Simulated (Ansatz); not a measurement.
# Y3Ge (L12 type): a single-point run

Wanted: a converged single-point run for Y3Ge (L12 type), and a check of what comes out. The structure is shown as the input types it.

Program: Ansatz 0.2.0. Level of theory: DFT, r2SCAN, PAW with Ansatz's default frozen-core files, scalar-relativistic (as first typed). These are calculated values, not measurements.

### Step 1. Starting point

It takes space group Pm-3m (No. 221, cubic). Conventional cell: a = 4.685 Å, b = 4.685 Å, c = 4.685 Å, α = 90.00°, β = 90.00°, γ = 90.00°. Ge (site symmetry m-3m) has 12 Y at 3.31 Å as nearest neighbours. Around Y (site symmetry 4/mmm) lie 4 Ge at 3.31 Å and 8 Y at 3.31 Å.

Structure file:

```cif
data_structure
_symmetry_space_group_name_H-M 'Pm-3m'
_symmetry_Int_Tables_number 221
_cell_length_a 4.6855
_cell_length_b 4.6855
_cell_length_c 4.6855
_cell_angle_alpha 90.000
_cell_angle_beta 90.000
_cell_angle_gamma 90.000
_cell_volume 102.86
loop_
_atom_site_label
_atom_site_type_symbol
_atom_site_symmetry_multiplicity
_atom_site_Wyckoff_symbol
_atom_site_fract_x
_atom_site_fract_y
_atom_site_fract_z
_atom_site_occupancy
Ge1 Ge 1 a 0.00000 0.00000 0.00000 1
Y1 Y 3 c 0.00000 0.50000 0.50000 1
```

### Step 2. The calculation

input.yaml reads:

```yaml
crystal:
  lattice:
    - [4.6854712665, 0.0, 0.0]
    - [0.0, 4.6854712665, 0.0]
    - [0.0, 0.0, 4.6854712665]
  atoms:
    - { symbol: Ge, position: [0.0, 0.0, 0.0] }
    - { symbol: "Y", position: [0.0, 0.5, 0.5] }
    - { symbol: "Y", position: [0.5, 0.0, 0.5] }
    - { symbol: "Y", position: [0.5, 0.5, 0.0] }
kpoints:
  mp_grid: { grid: [1, 1, 1] }
scf:
  occupations: { method: fermi_dirac, width: 0.05 }
  max_iter: 100
hamiltonian:
  xc: r2scan
  pseudopotentials: { kind: paw }
output:
  forces: true
  stress: true
  eigenvalues: true
  efg: { contact_densities: true }
  populations: true
```

Run with:

```console
ansatz run input.yaml --threads 1 --pin off --max-ram 3072MiB --backend cpu --events-out ev --progress --plain --runs-dir out
```

Q: Will this input give a usable result? If not, why, and what should change?

This run ends as converged, with warnings (gradients without spin orbit). That alone doesn't make the input a sound one.

Look at the input: kpoints.mp_grid.grid is [1, 1, 1]. One k-point can't sample the Brillouin zone of so small a cell.

To check: set kpoints.mp_grid.grid to [8, 8, 8].
